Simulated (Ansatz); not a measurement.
# Au (Gold): the cost of one run

Computed with Ansatz 0.2.0 (DFT r2SCAN, scalar-relativistic, plane waves, PAW, unless a step's input says otherwise).

The COD entry's cell or inner coordinates are ideal or old and differ from later refinements, so a difference from it is no clean test against experiment.

1 further run of the same task is left out (set aside as unsound or not needed).

### Step 1. Starting point

It takes space group Fm-3m (No. 225, cubic). Conventional cell: a = 4.124 Å, b = 4.124 Å, c = 4.124 Å, α = 90.00°, β = 90.00°, γ = 90.00°. Au (site symmetry m-3m) is surrounded by 12 Au at 2.92 Å.

Structure file:

```cif
data_structure
_symmetry_space_group_name_H-M 'Fm-3m'
_symmetry_Int_Tables_number 225
_cell_length_a 4.1240
_cell_length_b 4.1240
_cell_length_c 4.1240
_cell_angle_alpha 90.000
_cell_angle_beta 90.000
_cell_angle_gamma 90.000
_cell_volume 70.14
loop_
_atom_site_label
_atom_site_type_symbol
_atom_site_symmetry_multiplicity
_atom_site_Wyckoff_symbol
_atom_site_fract_x
_atom_site_fract_y
_atom_site_fract_z
_atom_site_occupancy
Au1 Au 4 a 0.00000 0.00000 0.00000 1
```

It is the result of an earlier relaxation at this level (volume 17.53 Å³/atom; gap on the mesh: none (metal)).

### Step 2. The bulk in the cell of the plane

Input file input.yaml:

```yaml
crystal:
  lattice:
    - [2.9161274295, 0.0, 0.0]
    - [-1.4580637147, 2.5254404346, 0.0]
    - [1.4580637147, 0.8418134782, 2.3810080757]
  atoms:
    - { symbol: Au, position: [0.0, 0.0, 0.0] }
basis:
  ecutwfc: 500
kpoints:
  mp_grid: { grid: [12, 12, 14] }
hamiltonian:
  xc: r2scan
scf:
  occupations: { method: gaussian, width: 0.1 }
output:
  forces: true
  stress: true
  eigenvalues: true
```

On the command line:

```bash
$ ansatz run input.yaml --threads 2 --pin off --max-ram 5120MiB --backend cpu --events-out ev --progress --plain --runs-dir out
```

**Question.** How long does this run take on 2 threads of Intel Xeon Platinum 8175M at 2.50GHz (Skylake/Cascade Lake), shared host, and how much memory does it need?

About 13 s, with a peak of 0.62 GiB.
